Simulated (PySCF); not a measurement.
# MgH4Se, a complex of two parts: interaction energy

An exercise on one series of results from a longer session: the logs are not shown, and one member is left open.

Programs: PySCF 2.14.0. All values are calculated, for the isolated system unless a continuum is named. Atoms count from 0, parts from 1.

## Starting point

6 atoms, charge 0, multiplicity 1; geometry: GFN2-xTB. Parts: 1 = atoms 0–2, `[MgH2]`, charge 0; 2 = atoms 3–5, `[SeH2]`, charge 0.

Set-up of the first run:

The job: settings as JSON, then the geometry in Å.

```
{"job": {"xc": "PBE0", "basis": "def2-SVPD", "d3": "d3bj", "grid": 2, "kind": "geom", "shake": 0.01}, "charge": 0, "multiplicity": 1, "parts": [{"atoms": "0-2", "charge": 0, "multiplicity": 1}, {"atoms": "3-5", "charge": 0, "multiplicity": 1}]}
Mg    -0.057922    -0.062270    -0.174724
H     -1.067120     1.236528     0.036138
H      0.934425    -1.223488    -0.589412
Se     0.408362    -0.128341     3.212971
H      0.086091     1.246698     3.487871
H      1.759535     0.069167     3.556488
```

Started as:

```bash
$ OMP_NUM_THREADS=1 python cluster_run.py task.json out
```

This one command runs all jobs of the session in turn.

Among the steps run: Optimising the geometry at PBE0-D3(BJ)/def2-SVPD; Coupled-cluster interaction energy: CCSD(T) and MP2.

One table of the session follows, with a row left open; its other results are not shown here.

It belongs to the step «Coupled-cluster interaction energy: CCSD(T) and MP2». 

| method | interaction energy (kcal/mol) |
| --- | --- |
| HF/aug-cc-pVDZ | -5.50 |
| MP2/aug-cc-pVDZ | -7.20 |
| CCSD/aug-cc-pVDZ | -6.69 |
| CCSD(T)/aug-cc-pVDZ | -6.99 |
| HF/aug-cc-pVTZ | -5.58 |
| MP2/aug-cc-pVTZ | -7.99 |
| SCS-MP2/aug-cc-pVTZ | -7.32 |
| MP2, extrapolated | -8.28 |
| CCSD(T), limit estimate | ? |

Estimate the missing values for CCSD(T), limit estimate.

**Answer.** interaction energy (kcal/mol): -8.07. In the column «interaction energy (kcal/mol)» it lies between MP2, extrapolated (-8.28) and MP2/aug-cc-pVTZ (-7.99).

In this run the core of Mg (2s2p) is correlated, in a basis without core functions; only the other cores are frozen.

Limits of these values: The interaction energy leaves out the deformation of the parts, 1.42 kcal/mol (MP2); added to the CCSD(T) estimate it gives a binding of about -6.65 kcal/mol.
